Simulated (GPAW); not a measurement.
# Ta3N (P-3m1) in GPAW: a series of runs, part 2 of 2

GPAW 26.7.0. The steps go on from the part before.

### 4 Equation of state, LDA

run.py

```python
from ase import Atoms
from ase.eos import EquationOfState
from ase.io import Trajectory
from ase.units import GPa
from gpaw import GPAW, PW

atoms = Atoms(['Ta', 'Ta', 'Ta', 'N'],
              cell=[[3.0322239879, 0.0, 0.0],
                    [-1.516111994, 2.6259830035, 0.0],
                    [0.0, 0.0, 7.524137]],
              scaled_positions=[[0.6666666667, 0.3333333333, 0.82607],
                                [0.3333333333, 0.6666666667, 0.17393],
                                [0.0, 0.0, 0.5],
                                [0.0, 0.0, 0.0]],
              pbc=True)

traj = Trajectory('eos.traj', 'w')
volumes, energies = [], []
for x in [0.94, 0.96, 0.98, 1.0, 1.02, 1.04, 1.06]:
    a = atoms.copy()
    a.set_cell(atoms.cell * x**(1 / 3), scale_atoms=True)
    calc = GPAW(mode=PW(800),
                xc='LDA',
                kpts={'size': (7, 7, 3), 'gamma': True},
                occupations={'name': 'fermi-dirac', 'width': 0.05},
                nbands=40,
                convergence={'density': 1e-05, 'energy': 1e-05},
                maxiter=150,
                txt=f'eos-{x:.2f}.txt')
    a.calc = calc
    energies.append(a.get_potential_energy(force_consistent=True))
    volumes.append(a.get_volume())
    p = -a.get_stress()[:3].mean() / GPa
    calc.write(f'eos-{x:.2f}.gpw')
    traj.write(a)
    print(f'{x:.2f} {volumes[-1]:10.4f} A^3 {energies[-1]:14.6f} eV {p:9.3f} GPa', flush=True)

v0, e0, B = EquationOfState(volumes, energies, eos='birchmurnaghan').fit()
print(f'V0 = {v0:.4f} A^3, E0 = {e0:.6f} eV, B0 = {B / GPa:.2f} GPa')
```

Potentials or basis: the program's PAW data sets (release 1.2.1) made for this functional, pw.

Command:

```
$ OMP_NUM_THREADS=1 python run.py
```

Output:

```text
__  _  _
 | _ |_)|_||  |
 |__||  | ||/\| - 26.7.0

Input parameters:
  mode=PW(ecut=800.0),
  convergence={'density': 1e-05, 'energy': 1e-05},
  kpts=MonkhorstPack(size=(7, 7, 3), gamma=True),
  maxiter=150,
  nbands=40,
  occupations=Occupations(name='fermi-dirac', width=0.05),
  xc=XC(name='LDA')

Diagonalizing LCAO Hamiltonian
Converting LCAO to pw mode

           Ta

       Ta
        Ta

       N

Atoms  # Å, Bohr magnetons
|   | symbol |         x |        y |        z |    initial magnetic moments |
|---|--------|-----------|----------|----------|-----------------------------|
| 0 |     Ta |  1.485162 | 0.857459 | 6.088582 | ( 0.0000,  0.0000,  0.0000) |
| 1 |     Ta | -0.000000 | 1.714918 | 1.281958 | ( 0.0000,  0.0000,  0.0000) |
| 2 |     Ta |  0.000000 | 0.000000 | 3.685270 | ( 0.0000,  0.0000,  0.0000) |
| 3 |      N |  0.000000 | 0.000000 | 0.000000 | ( 0.0000,  0.0000,  0.0000) |

Unit cell  # Å
| periodic |         x |        y |        z |  lengths |     angles |
|----------|-----------|----------|----------|----------|------------|
|      yes |  2.970324 | 0.000000 | 0.000000 | 2.970324 |  90.000000 |
|      yes | -1.485162 | 2.572376 | 0.000000 | 2.970324 |  90.000000 |
|      yes |  0.000000 | 0.000000 | 7.370540 | 7.370540 | 120.000000 |

Number of symmetries: 12
Symmetry operations  # r_c * U_cc + t_c -> r_c
|    | kind |            matrix            |
|----|------|------------------------------|
|  0 |  σ   |  1, 1, 0,  0,-1, 0,  0, 0, 1 |
|  1 |  S6  |  1, 1, 0, -1, 0, 0,  0, 0,-1 |
|  2 |  E   |  1, 0, 0,  0, 1, 0,  0, 0, 1 |
|  3 |  C2  |  1, 0, 0, -1,-1, 0,  0, 0,-1 |
|  4 |  C2  |  0, 1, 0,  1, 0, 0,  0, 0,-1 |
|  5 |  C3  |  0, 1, 0, -1,-1, 0,  0, 0, 1 |
|  6 |  S6  |  0,-1, 0,  1, 1, 0,  0, 0,-1 |
|  7 |  σ   |  0,-1, 0, -1, 0, 0,  0, 0, 1 |
|  8 |  σ   | -1, 0, 0,  1, 1, 0,  0, 0, 1 |
|  9 |  i   | -1, 0, 0,  0,-1, 0,  0, 0,-1 |
| 10 |  C3  | -1,-1, 0,  1, 0, 0,  0, 0, 1 |
| 11 |  C2  | -1,-1, 0,  0, 1, 0,  0, 0,-1 |

BZ-sampling:
  Number of BZ points: 147
  Number of IBZ points: 20

  Monkhorst-Pack size: [7, 7, 3]
  Monkhorst-Pack shift: [0, 0, 0]

K-points  # in reciprocal-cell coordinates
|     |                                coordinates |     weight |
|-----|--------------------------------------------|------------|
|   0 | (  0.00000000,   0.00000000,   0.00000000) | 0.00680272 |
|   1 | (  0.00000000,   0.00000000,   0.33333333) | 0.01360544 |
|   2 | (  0.14285714,   0.00000000,  -0.33333333) | 0.04081633 |
|   3 | (  0.14285714,   0.00000000,   0.00000000) | 0.04081633 |
|   4 | (  0.14285714,   0.00000000,   0.33333333) | 0.04081633 |
|   5 | (  0.28571429,  -0.14285714,   0.00000000) | 0.04081633 |
|   6 | (  0.28571429,  -0.14285714,   0.33333333) | 0.08163265 |
|   7 | (  0.28571429,   0.00000000,  -0.33333333) | 0.04081633 |
|   8 | (  0.28571429,   0.00000000,   0.00000000) | 0.04081633 |
|   9 | (  0.28571429,   0.00000000,   0.33333333) | 0.04081633 |
| ... |                                            |            |
|  19 | (  0.42857143,   0.42857143,   0.33333333) | 0.08163265 |

Plane wave coefficients: 2911
Cutoff: 800.0 eV

Spin-components: 1 (collinear spins)
Bands:           40
Projectors:      23
Spin-degeneracy: 2
Datatype:        complex128

Parallelization:
  kpt:    1
  domain: 1
  band:   1

Density:
  Valence electrons: 44.0
  Components: 1
  Grid points: [20 20 49]
  Charge: 0.0  # |e|

Potential:
  Grid points: [20 20 49]

species:
  Ta:
    name:    Tantalum
    Z:       73.0
    valence: 13
    core:    60
    charge:  0.0  # [|e|]
    compensation charges:
      type: gauss
      rc: 0.42  # [Å]
      lmax: 2
    cutoffs:
      filter: 2.36  # [Å]
      core: 3.45  # [Å]
    projectors
    | kind |    occ | energy [eV] | rcut [Å] |
    |------|--------|-------------|----------|
    |   5s |  2.000 |     -72.979 |    1.365 |
    |   6s |  2.000 |      -5.599 |    1.365 |
    |   5p |  6.000 |     -39.590 |    1.349 |
    |   6p |  0.000 |      -1.483 |    1.349 |
    |   5d |  3.000 |      -3.794 |    1.307 |
    |    d |        |      23.417 |    1.307 |

    Using partial waves for Ta as LCAO basis

  N:
    name:    Nitrogen
    Z:       7.0
    valence: 5
    core:    2
    charge:  0.0  # [|e|]
    compensation charges:
      type: gauss
      rc: 0.18  # [Å]
      lmax: 2
    cutoffs:
      filter: 1.11  # [Å]
      core: 0.96  # [Å]
    projectors
    | kind |    occ | energy [eV] | rcut [Å] |
    |------|--------|-------------|----------|
    |   2s |  2.000 |     -18.420 |    0.603 |
    |   2p |  3.000 |      -7.237 |    0.529 |
    |    s |        |       8.791 |    0.603 |
    |    p |        |      19.974 |    0.529 |
    |    d |        |       0.000 |    0.577 |

    Using partial waves for N as LCAO basis

Reference energy: -1273237.833189  # eV

eigensolver:
  PPCG
  Converge bands: occupied
  niter=2

density mixing:
  MSR1-Mixer
  Pratt-step length: 0.05
  Maximum mixing coefficient: 0.75
  Old densities: 10
  SVD Regularization: 0.005
  Good broyden scale: 1.0
  Trust region scale: 1.0
  Backstep threshold: 4.0
  History deletion threshold: 6.0
  Fourier metric: weight=20.0, sigma=0.015

occupation numbers:
  Fermi-Dirac:
    width: 0.0500  # eV

poisson solver:
  ecut: 6400.0  # eV

xc functional:
  name: None

convergence criteria:
- Maximum integral of absolute [dens]ity change: 1e-05 electrons / valence electron
- Maximum [total energy] change in last 3 cyles: 1e-05 eV / valence electron
- Maximum integral of absolute [eigenst]ate change: 4e-08 eV^2 / valence electron
maximum number of iterations: 150

SCF iterations
|iter     | |      energy | eigst |  dens |
|---------|-|-------------|-------|-------|
|iter:   1| |  -46.200320 | +0.16 |       |
|iter:   2| |  -45.678312 | -2.19 | -1.10 |
|iter:   3| |  -45.254077 | -1.38 | -1.16 |
|iter:   4| |  -44.662811 | -1.77 | -1.30 |
|iter:   5| |  -44.325609 | -2.71 | -1.48 |
|iter:   6| |  -44.329742 | -3.11 | -1.97 |
|iter:   7| |  -44.329018 | -4.23 | -2.52 |
|iter:   8| |  -44.329153 | -5.49 | -3.13 |
|iter:   9| |  -44.329153c| -6.78 | -3.85 |
|iter:  10| |  -44.329146c| -7.72c| -4.30 |
|iter:  11| |  -44.329149c| -7.71c| -4.84 |
|iter:  12| |  -44.329149c| -8.60c| -5.49c|

Converged in 12 steps
Energy contributions relative to reference atoms: (reference = -1273237.833189)

Energy contributions:
  Kinetic:          47.262854
  Coulomb:         -47.207179
  Zero:             -0.739830
  External:          0.000000
  Xc:              -43.632857
  Entropy:          -0.024273
  Spinorbit:         0.000000
  ----------------------------
  Free energy:     -44.341285
  Extrapolated:    -44.329149

dipole moment: (-9.035286, -15.649575, -18.263622)  # |e|*Ang

Fermi level: 13.162
Eigenvalues  # (at kpt = [0.000, 0.000, 0.000])
| band index |      eig [eV] | occ [0-2] |
|------------|---------------|-----------|
|          0 |       -54.827 |     2.000 |
|        ... |               |           |
|         14 |         6.369 |     2.000 |
|         15 |         7.427 |     2.000 |
|         16 |         7.427 |     2.000 |
|         17 |         9.486 |     2.000 |
|         18 |        11.925 |     2.000 |
|         19 |        12.575 |     2.000 |
|         20 |        12.575 |     2.000 |
|         21 |        12.780 |     1.999 |
|         22 |        13.386 |     0.022 |
|         23 |        13.386 |     0.022 |
|         24 |        14.120 |     0.000 |
|         25 |        15.089 |     0.000 |
|         26 |        15.089 |     0.000 |
|         27 |        15.530 |     0.000 |
|         28 |        15.530 |     0.000 |
|         29 |        16.936 |     0.000 |
|        ... |               |           |
|         39 |        31.303 |     0.000 |

No gap
No difference between direct/indirect transitions

Stress tensor  # eV/Ang^3
|         x |         y |         z |
|-----------|-----------|-----------|
| -0.009261 | -0.000000 |  0.000000 |
| -0.000000 | -0.009261 | -0.000000 |
|  0.000000 | -0.000000 | -0.012106 |

# Writing to eos-0.94.gpw (mode='')
```

It took 4.9 min on 1 thread of Arm Neoverse V2, shared host; peak memory 0.38 GiB.

Results:

```yaml
Equilibrium_volume: 14.17 Å³/atom
Bulk_modulus_at_fixed_shape_and_positions: 279 GPa
Pressure_derivative_of_the_bulk_modulus: 4.3
```

Energy against volume, from the lowest point:
| volume (Å³/atom) | energy (meV/atom) |
| --- | --- |
| 14.079 | 0.00 |
| 14.379 | 1.95 |
| 14.678 | 14.17 |
| 14.978 | 35.55 |
| 15.277 | 65.14 |
| 15.577 | 102.06 |
| 15.877 | 145.60 |

Caveat: the cell was scaled at fixed shape and fractional positions, which overstates the stiffness of a crystal with free parameters, most of all of layers and chains. The run has no spin-orbit coupling, so splittings on Ta are missing.

### 5 Overview

```tsv
task	level	potentials or basis	band path	band points	pressure (GPa)	largest force (eV/Å)
band structure	PBEsol	PAW data sets generated in the run's folder for this functional, pw	GMKGALHA,LM,KH	60	-8.0	0.52
band structure	LDA	the program's PAW data sets (release 1.2.1) made for this functional, pw	GMKGALHA,LM,KH	60	-14.0	0.74
equation of state	LDA	the program's PAW data sets (release 1.2.1) made for this functional, pw	-	-	-	-
```

Alike in all rows: no spin polarisation; cell as given; k mesh 7 × 7 × 3; cutoff (eV) 800; smearing fermi-dirac 0.05 eV.

Caveats: spin-orbit coupling is left out, which moves the levels of the heavy elements (some runs); the cell was scaled at fixed shape and fractional positions, which overstates the stiffness of a crystal with free parameters, most of all of layers and chains (some runs).

Absolute energies hang on the potentials; compare differences alone.
